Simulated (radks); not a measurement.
# Ar⁴⁺ in [He] 2s2 2p4 3s2 3p2 3d2: an all-electron calculation

One table from this session's results is given with a row withheld; the runs are named, their logs left out.

Method: scalar-relativistic Kohn-Sham, LDA (Slater exchange, Perdew-Zunger correlation), spin-polarised, spherical densities, finite nucleus; open shells are filled with parallel spins first. Code: radks (a radial shooting solver on a logarithmic mesh, Libxc functionals) version 1.

## What is computed

- element: argon (Z = 18)
- charge: +4
- electrons: 14
- configuration: [He] 2s2 2p4 3s2 3p2 3d2
- nuclear rms radius: 3.4274 fm

Outer shells as boxes (Hund's rule):

Ar⁴⁺
```
[He] core
2s [↑↓]
2p [↑↓][↑ ][↑ ]
3s [↑↓]
3p [↑ ][↑ ][  ]
3d [↑ ][↑ ][  ][  ][  ]
```

The first run:

Input:

```text
Z 18
configuration [He] 2s2 2p4 3s2 3p2 3d2 4s0 4p0
relativity scalar-relativistic
functional lda,pz
spin polarised
nucleus finite rms 3.4274 fm
c 137.035999084
```

Started as:

```bash
$ python run_ks.py task.json out
```

All runs below come from this command, one after another.

One of the session's tables, all rows but one given; the rest of the session is left out.

It belongs to the step «Shells». Radial moments (bohr):

| level | <r> | outermost maximum (interpolated) | 90 % within | nodes |
| --- | --- | --- | --- | --- |
| 1s up | 0.08587 | 0.0562 | 0.153 | 0 |
| 1s down | 0.08573 | 0.0562 | 0.153 | 0 |
| 2s up | 0.3977 | 0.330 | 0.617 | 1 |
| 2s down | 0.3994 | 0.331 | 0.620 | 1 |
| 2p up | 0.3534 | 0.269 | 0.580 | 0 |
| 2p down | 0.3560 | 0.271 | 0.585 | 0 |
| 3s up | 1.154 | 1.03 | 1.70 | 2 |
| 3s down | 1.178 | 1.04 | 1.74 | 2 |
| 3p up | 1.192 | 1.04 | 1.80 | 1 |
| 3p down | 1.228 | 1.06 | 1.86 | 1 |
| 3d up | 1.235 | 0.982 | 1.96 | 0 |
| 3d down | 1.306 | 1.02 | 2.09 | 0 |
| 4s up | 2.618 | 2.48 | 3.74 | 3 |
| 4s down | ? | ? | ? | ? |
| 4p up | 2.817 | 2.66 | 4.05 | 2 |
| 4p down | 2.951 | 2.78 | 4.24 | 2 |

Q: Estimate the row for 4s down from the others.

**Answer.** <r>: 2.724; outermost maximum (interpolated): 2.57; 90 % within: 3.89; nodes: 3. In the column «<r>» it lies between 4s up (2.618) and 4p up (2.817).
